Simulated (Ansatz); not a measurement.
# C2H5BF2: one species, many methods

How much do the methods differ for C2H5BF2? The plan is to run it at one geometry with functionals of several rungs and with coupled cluster. The yardstick is the atomisation energy at the CCSD(T) limit.

Method: functionals in def2-TZVPP, the program's frozen cores in correlated methods; program: Ansatz 0.2.0, Gaussian basis.

Levels to be run: PBE-D4, r2SCAN-D4, PBE0-D4, B3LYP-D4, ωB97X-V, ωB97M-V, B2PLYP; CCSD(T)/def2-TZVPP; MP2/def2-QZVPP; extrapolation to the limit.

## (1) The geometry

The geometry comes from an earlier relaxation with PBE0-D4 in a triple-zeta def2 set; it is a stationary point, not always the lowest conformer.

SMILES `FCBCF`, 10 atoms, charge 0, spin multiplicity 1.

Atoms are counted from 1 here; the program's logs count them from 0.

Bond lengths: F1–C2 1.386 Å, C2–B3 1.551 Å, C2–H6 1.100 Å, C2–H7 1.100 Å, B3–C4 1.554 Å, B3–H8 1.196 Å, C4–F5 1.391 Å, C4–H9 1.100 Å, C4–H10 1.100 Å. Angles: F1–C2–B3 115.0°, F1–C2–H6 108.5°, F1–C2–H7 108.5°, B3–C2–H6 109.8°, B3–C2–H7 109.8°, H6–C2–H7 104.9°, C2–B3–C4 120.4°, C2–B3–H8 121.8°, C4–B3–H8 117.8°, B3–C4–F5 114.6°, B3–C4–H9 110.1°, B3–C4–H10 110.1°, F5–C4–H9 108.1°, F5–C4–H10 108.1°, H9–C4–H10 105.5°.

## (2) PBE-D4 (GGA)

in.yaml

```yaml
crystal:
  periodic: [false, false, false]
  atoms:
    - {symbol: F, position_ang: [0.077454, -2.557772, 0.091747]}
    - {symbol: C, position_ang: [0.257520, -1.268336, -0.382793]}
    - {symbol: B, position_ang: [-0.262774, -0.147130, 0.554208]}
    - {symbol: C, position_ang: [-0.125480, 1.345827, 0.145108]}
    - {symbol: F, position_ang: [0.482681, 1.554886, -1.088556]}
    - {symbol: H, position_ang: [1.328467, -1.117530, -0.584519]}
    - {symbol: H, position_ang: [-0.228795, -1.187774, -1.366314]}
    - {symbol: H, position_ang: [-0.778361, -0.391916, 1.605101]}
    - {symbol: H, position_ang: [-1.115733, 1.823744, 0.123006]}
    - {symbol: H, position_ang: [0.448220, 1.894799, 0.906011]}
basis:
  gaussian: {orbitals: def2-TZVPP}
hamiltonian: {xc: pbe, dispersion: d4}
output: {forces: true, orbitals: {seedname: orbitals}}
```

Launch:

```console
ansatz run in.yaml --threads 4 --pin off --events-out ev --progress --plain --max-ram 10444MiB
```

The runs that follow: r2SCAN-D4 (meta-GGA); PBE0-D4 (hybrid); B3LYP-D4 (hybrid); ωB97X-V (range-separated); ωB97M-V (range-separated); B2PLYP (double hybrid); CCSD(T) in def2-TZVPP; MP2 in def2-QZVPP.

Q: Predict the results of all the runs planned. Wanted: atomisation energy, CCSD(T)/CBS; farthest; mean size of error, hybrid; mean size of error, range-separated; gap, smallest and largest; T1 diagnostic; triples share of the correlation energy.

The runs gave:

| quantity | value |
| --- | --- |
| atomisation energy, CCSD(T)/CBS | 900.0 kcal/mol |
| functionals within 4.5 kcal/mol (0.5 %) | B2PLYP |
| farthest | PBE-D4 (+27.8 kcal/mol) |
| mean size of error, hybrid | 6.9 kcal/mol |
| mean size of error, range-separated | 6.5 kcal/mol |
| gap, smallest and largest | 4.78 eV (PBE-D4), 12.18 eV (ωB97X-V) |
| T1 diagnostic | 0.0112 |
| triples share of the correlation energy | 3.2 % |

In words: PBE-D4 misses by +27.8 kcal/mol. Double hybrids carry the basis error of their MP2 part in triple zeta, and no dispersion term here, so their miss is partly the set-up's. Misses under about 4.5 kcal/mol are within the doubt on the reference itself, which lacks core-valence correlation, relativity and higher excitations. Hartree-Fock recovers 75 % of the binding; the rest is correlation. Orbital gaps span 4.8 to 12.2 eV; exact exchange widens them.
